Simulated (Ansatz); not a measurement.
# C3H11AlO (SMILES C[Al-](C)(C)[OH2+]) at revPBE/6-31G(d) (spherical functions)

Aim: the electronic atomisation energy of C3H11AlO at revPBE/6-31G* (spherical functions), from 5 runs. 

The results are computed with Ansatz 0.2.0.

71 further runs of the same task are left out: 2 that didn't finish, 69 set aside as unsound or not needed.

### 1 Starting point

The species is C3H11AlO (16 atoms), meant as a singlet with charge 0. SMILES: `C[Al-](C)(C)[OH2+]`. The shape is that of a PBE0-D4/def2-TZVP optimisation. This is one conformer, not always the lowest.

Bond lengths: C1–Al2 1.979 Å, Al2–C3 1.979 Å, Al2–C4 1.966 Å, Al2–O5 2.056 Å, C1–H6 1.097 Å, C1–H7 1.096 Å, C1–H8 1.097 Å, C3–H9 1.097 Å, C3–H10 1.097 Å, C3–H11 1.096 Å, C4–H12 1.095 Å, C4–H13 1.096 Å, C4–H14 1.095 Å, O5–H15 0.964 Å, O5–H16 0.964 Å. Some angles: C1–Al2–C3 117.8°, C1–Al2–C4 117.9°, C1–Al2–O5 96.3°, C3–Al2–C4 118.0°, C3–Al2–O5 96.3°, C4–Al2–O5 102.6°, Al2–C1–H6 113.5°, Al2–C1–H7 110.5°, Al2–C1–H8 113.0°, Al2–C3–H9 113.0°.

### 2 A single-point energy at revPBE/6-31G(d) (spherical functions)

File input.yaml:

```yaml
crystal:
  periodic: [false, false, false]
  atoms:
    - {symbol: C, position_ang: [-0.637980, 0.723110, -1.712710]}
    - {symbol: Al, position_ang: [0.085580, -0.140530, -0.085580]}
    - {symbol: C, position_ang: [1.698930, 0.654370, 0.740480]}
    - {symbol: C, position_ang: [-0.210750, -2.071140, 0.142530]}
    - {symbol: O, position_ang: [-1.268240, 0.678630, 1.227590]}
    - {symbol: H, position_ang: [-0.585750, 1.818080, -1.686750]}
    - {symbol: H, position_ang: [-0.069050, 0.414640, -2.597260]}
    - {symbol: H, position_ang: [-1.679210, 0.445600, -1.917720]}
    - {symbol: H, position_ang: [1.843550, 0.343900, 1.782560]}
    - {symbol: H, position_ang: [1.707300, 1.750610, 0.717030]}
    - {symbol: H, position_ang: [2.601530, 0.334090, 0.207600]}
    - {symbol: H, position_ang: [-0.016600, -2.405220, 1.167190]}
    - {symbol: H, position_ang: [0.454110, -2.651670, -0.507280]}
    - {symbol: H, position_ang: [-1.233710, -2.369370, -0.110180]}
    - {symbol: H, position_ang: [-0.808840, 1.221910, 1.877580]}
    - {symbol: H, position_ang: [-1.880870, 1.252980, 0.754900]}
basis:
  gaussian: {orbitals: 6-31G_st_-spherical.json}
hamiltonian: {xc: {name: revPBE}}
accuracy: high
output: {orbitals: {seedname: orbitals}}
```

The basis set 6-31G* is read from a file made from the Basis Set Exchange's data (not shown).

Launch:

```console
$ ansatz run input.yaml --threads 1 --pin off --max-ram 3480MiB --events-out events.jsonl --progress --plain --runs-dir runs
```

The program printed:

```text
Warning: RAYON_NUM_THREADS=1 ignored (pool sized by the plan → 1); use --threads N
Functional definition: revPBE
  name "revPBE"
  parameter kappa = 1.245
  parameter beta = 0.06672455060314922
  exchange = pbe_x(kappa = kappa, mu = beta*pi^2/3)
  correlation = pbe_c(beta = beta)
2389 factors; integrals over basis functions are off by at most 5.8e-9 eV
mean field evaluation 1: about -11910.6400 eV, gradient 9.5e1 eV
mean field evaluation 2: about -11887.0084 eV, gradient 1.3e2 eV
mean field evaluation 4: about -11931.2011 eV, gradient 8.6e0 eV
mean field evaluation 8: about -11931.3400 eV, gradient 1.1e-1 eV
mean field evaluation 16: about -11931.3401 eV, gradient 1.2e-5 eV
mean field -11931.34005780 eV, -438.4686597715 hartree, gradient 2.4e-8 eV, S^2 0.000000; 0 other end points of the search recorded, 0 dependent functions left out
reference -11931.34006348 eV, -438.4686599801 hartree; 25, 25 occupied and 71, 71 virtual orbitals, 2389 factors
Total energy: -11931.34006348 eV, -438.4686599801 hartree
```

It took 12 s on 1 thread of Arm Neoverse V1, shared host; peak memory 0.3 GiB.

### 3 The Al atom, same level

File in.yaml:

```yaml
crystal:
  periodic: [false, false, false]
  atoms:
    - symbol: Al
      position_ang: [0.000000, 0.000000, 0.000000]
basis:
  gaussian: {orbitals: 6-31G_st_-spherical.json}
hamiltonian: {xc: {name: revPBE}}
accuracy: high
magnetization: {spin_polarized: true, initial_magnetization: 1}
```

The basis set 6-31G* is read from a file made from the Basis Set Exchange's data (not shown).

Run the same way, it converges to -242.29366 Eh (log not shown).

### 4 The C atom, same level

File molecule.yaml:

```yaml
crystal:
  periodic: [false, false, false]
  atoms:
    - {symbol: C, position_ang: [0.000000, 0.000000, 0.000000]}
basis:
  gaussian:
    orbitals: 6-31G_st_-spherical.json
total_charge: 0
magnetization:
  spin_polarized: true
  initial_magnetization: 2
hamiltonian:
  xc: {name: revPBE}
accuracy: high
```

The basis set 6-31G* is read from a file made from the Basis Set Exchange's data (not shown).

Launch:

```console
$ ansatz run molecule.yaml --threads 1 --pin off --max-ram 3480MiB --events-out events.jsonl --progress --plain --runs-dir runs
```

The program printed, shortened:

```text
Warning: RAYON_NUM_THREADS=1 ignored (pool sized by the plan → 1); use --threads N
[... 6 set-up lines as earlier in the session ...]
96 factors; integrals over basis functions are off by at most 1.1e-9 eV
mean field evaluation 1: about -1029.3260 eV, gradient 4.4e0 eV
mean field evaluation 2: about -1029.4203 eV, gradient 1.9e0 eV
mean field evaluation 4: about -1029.4464 eV, gradient 2.6e-1 eV
mean field evaluation 8: about -1029.4466 eV, gradient 4.6e-5 eV
mean field evaluation 16: about -1029.4466 eV, gradient 5.6e-2 eV
mean field evaluation 32: about -1029.4466 eV, gradient 1.8e-8 eV
mean field -1029.44662886 eV, -37.8314658265 hartree, gradient 1.8e-8 eV, S^2 2.001583; 2 other end points of the search recorded, 0 dependent functions left out
reference -1029.44663049 eV, -37.8314658866 hartree; 4, 2 occupied and 10, 12 virtual orbitals, 96 factors
Total energy: -1029.44663049 eV, -37.8314658866 hartree
```

Run time: 0.5 s. Hardware: 1 thread of Arm Neoverse V1, shared host.

### 5 The H atom at the same level

File input.yaml:

```yaml
crystal:
  periodic: [false, false, false]
  atoms:
    - symbol: H
      position_ang: [0.000000, 0.000000, 0.000000]
basis:
  gaussian: {orbitals: "6-31G*"}
magnetization: {spin_polarized: true, initial_magnetization: 1}
hamiltonian: {xc: {name: revPBE}}
accuracy: high
```

Launch:

```console
$ ansatz run input.yaml --threads 1 --pin off --max-ram 3480MiB --events-out events.jsonl --progress --plain --runs-dir runs
```

The program printed, shortened:

```text
Warning: RAYON_NUM_THREADS=1 ignored (pool sized by the plan → 1); use --threads N
[... 6 set-up lines as earlier in the session ...]
3 factors; integrals over basis functions are off by at most 5.4e-10 eV
mean field evaluation 1: about -13.6592 eV, gradient 1.3e-1 eV
mean field evaluation 2: about -13.6582 eV, gradient 1.5e-1 eV
mean field evaluation 4: about -13.6584 eV, gradient 9.0e-7 eV
mean field evaluation 8: about -13.6584 eV, gradient 5.2e-10 eV
mean field -13.65837642 eV, -0.5019360756 hartree, gradient 3.5e-9 eV, S^2 0.750000; 0 other end points of the search recorded, 0 dependent functions left out
reference -13.65837845 eV, -0.5019361500 hartree; 1, 0 occupied and 1, 2 virtual orbitals, 3 factors
Total energy: -13.65837845 eV, -0.5019361500 hartree
```

Wall time 0.1 s (1 thread of Arm Neoverse V1, shared host).

### 6 The O atom

File input.yaml:

```yaml
crystal:
  periodic: [false, false, false]
  atoms:
    - {symbol: O, position_ang: [0.000000, 0.000000, 0.000000]}
basis:
  gaussian: {orbitals: 6-31G_st_-spherical.json}
magnetization: {spin_polarized: true, initial_magnetization: 2}
hamiltonian: {xc: {name: revPBE}}
accuracy: high
```

The basis set 6-31G* is read from a file made from the Basis Set Exchange's data (not shown).

Run the same way, it converges to -75.03431 Eh (log not shown).

### 7 What came out

At revPBE/6-31G* (spherical functions):

```
                     quantity          value
       molecule: total energy  -438.46866 Eh
        molecule: HOMO energy       -5.21 eV
        molecule: LUMO energy       -0.42 eV
      molecule: HOMO–LUMO gap        4.79 eV
        Al atom: total energy  -242.29366 Eh
                Al atom: ⟨S²⟩          0.753
         C atom: total energy   -37.83147 Eh
                 C atom: ⟨S²⟩          2.002
         H atom: total energy    -0.50194 Eh
                 H atom: ⟨S²⟩          0.750
         O atom: total energy   -75.03431 Eh
                 O atom: ⟨S²⟩          2.002
electronic atomisation energy      57.824 eV
```

Taking the molecule apart into free atoms costs 57.82 eV (5579 kJ/mol), before zero-point energy and without spin-orbit coupling.
